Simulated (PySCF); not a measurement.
# A diatomic session: ErCl

One table from this session's results is given with a row withheld; the runs are named, their logs left out.

The runs use PySCF 2.14.0; Er x2c-SVPall, Cl x2c-SVPall, spin-free X2C with a Gaussian nucleus.

The first run:

A driver script around PySCF takes these settings:

```json
{
 "atoms": "Er, Cl",
 "charge": "0",
 "basis": "Er x2c-SVPall, Cl x2c-SVPall",
 "Hamiltonian": "spin-free X2C with a Gaussian nucleus",
 "basis functions": "103",
 "electrons treated": "85",
 "masses in u": "165.9303, 34.9689",
 "levels": "PBE0, PBE, r²SCAN, M06-L, PBEsol, HF, MP2, SCS-MP2",
 "grid": "80 radial by 434 angular points",
 "occupations": "held fixed by the projection of orbital angular momentum",
 "dissociation limit": "Er + Cl, each in its ground configuration",
 "starting distance in angstrom": "2.460",
 "values of 2S to try": "1, 3, 5"
}
```

Command:

```console
> OMP_NUM_THREADS=2 python dia.py task.json out
```

Steps of the session up to this table: Set-up; The PBE0 curve of the state that the search chose; Excited determinants; PBE; r²SCAN; M06-L (meta-GGA); PBEsol (GGA); ROHF.

One of the session's tables, all rows but one given; the rest of the session is left out.

| level | Re (Å) | ωe (cm⁻¹) | De (eV) |
| --- | --- | --- | --- |
| ROHF | 2.541 | 300 | 3.14 |
| ROHF-MP2 | 2.429 | 340 | 4.70 |
| ROHF-SCS-MP2 | 2.451 | 332 | 4.38 |
| r²SCAN | ? | ? | ? |
| M06-L | 2.466 | 313 | 4.60 |
| PBE0 | 2.445 | 314 | 4.37 |

Q: Estimate the row for r²SCAN from the others.

**Answer.** Re (Å): 2.434; ωe (cm⁻¹): 324; De (eV): 4.99. In the column «Re (Å)» it lies between ROHF-MP2 (2.429) and PBE0 (2.445).

De is counted to Er + Cl in their ground configurations.

To keep in mind: At some levels the lowest empty orbital lies below the highest filled one (the two can be of opposite spin).
